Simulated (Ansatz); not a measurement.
I need a ladder of methods at one geometry of BClFH4NSi, SMILES NB(F)[SiH2]Cl. Use Ansatz 0.2.0 through its Python package. Level of theory (for the species named): BLYP, def2-SVP basis, multiplicity 1. The script varies functional: blyp, revpbe, hse06, cam_b3lyp, hf.

```xyz
9

N     1.5591    0.7364   -0.4682
B     0.7009   -0.4950   -0.2743
F     1.2468   -1.7691   -0.6340
Si   -1.0199   -0.4002    0.4540
Cl   -2.3030    0.7370   -0.8179
H     1.5747    1.2764    0.4446
H     0.9816    1.4031   -1.1074
H    -1.6062   -1.7535    0.5504
H    -1.0455    0.2185    1.8357
```

Script `bclfh4nsi_methods.py`:
```python
# -*- coding: utf-8 -*-
'''BClFH4NSi at several levels of theory.'''

from pathlib import Path

import ansatz as az
import numpy as np

GEOMETRY = '''
N     1.55910    0.73640   -0.46820
B     0.70090   -0.49500   -0.27430
F     1.24680   -1.76910   -0.63400
Si   -1.01990   -0.40020    0.45400
Cl   -2.30300    0.73700   -0.81790
H     1.57470    1.27640    0.44460
H     0.98160    1.40310   -1.10740
H    -1.60620   -1.75350    0.55040
H    -1.04550    0.21850    1.83570
'''

molecule = az.Crystal.molecule()
for line in GEOMETRY.strip().splitlines():
    symbol, *xyz = line.split()
    molecule = molecule.atom(symbol, [float(v) for v in xyz])

base = molecule.calculation().basis(gaussian='def2-SVP')

print('functional    E (Ha)        dipole (D)   HOMO (eV)  LUMO (eV)')
for name in ['blyp', 'revpbe', 'hse06', 'cam_b3lyp', 'hf']:
    rep = base.functional(name).forces().orbitals().run(threads=1, runs_dir='runs').report
    lines = Path(rep['orbitals_path']).read_text().splitlines()
    field_of = lambda key: [line.split('=')[1].strip() for line in lines if line.startswith(key)]
    orbitals = [(27.211386 * float(e), s, float(n)) for e, s, n in zip(field_of('Ene='), field_of('Spin='), field_of('Occup='))]
    homo = max(e for e, _, n in orbitals if n > 0.5)
    lumo = min(e for e, _, n in orbitals if n < 0.5)
    dipole = 4.803205 * np.linalg.norm(rep['charge_distribution']['dipole_moment_e_ang'])
    print(f'{name:10s} {rep["free_energy_ev"] / 27.211386246:14.6f} {dipole:9.3f} {homo:11.3f} {lumo:10.3f}')
```

Running `python bclfh4nsi_methods.py` prints:
```text
functional    E (Ha)        dipole (D)   HOMO (eV)  LUMO (eV)
blyp          -931.201229     1.849      -5.992     -3.019
revpbe        -931.051931     1.858      -6.118     -3.161
hse06         -930.765088     2.050      -7.262     -2.762
cam_b3lyp     -931.204757     2.041      -9.036     -1.142
hf            -929.041869     2.337     -11.306      1.278
```

Reading the output:
- Total energies depend on the basis set; only differences at equal settings carry meaning.
- The geometry is a force-field or estimated start, not a minimum of this method, and the basis set is short of its limit. A lower total doesn't mark the better method: functionals have no common bound, and MP2 and coupled cluster aren't variational.
- Levels such as HOMO and LUMO are orbital energies: with these approximate functionals they aren't the ionisation energy and electron affinity, and their gap isn't the fundamental gap.
- hse06 follows the composition of plane-wave codes, whose totals differ by tens of mHa, up to about 0.1 Ha, from the form usual in Gaussian-basis programs (wpbeh).
- Timing: 17 s on 1 thread of Arm Neoverse V2 (shared host), peak memory 0.29 GiB.

(A comment or docstring line of the script was reworded after the run, the code is as it ran; lines on the test bed's own set-up are left out of the output.)
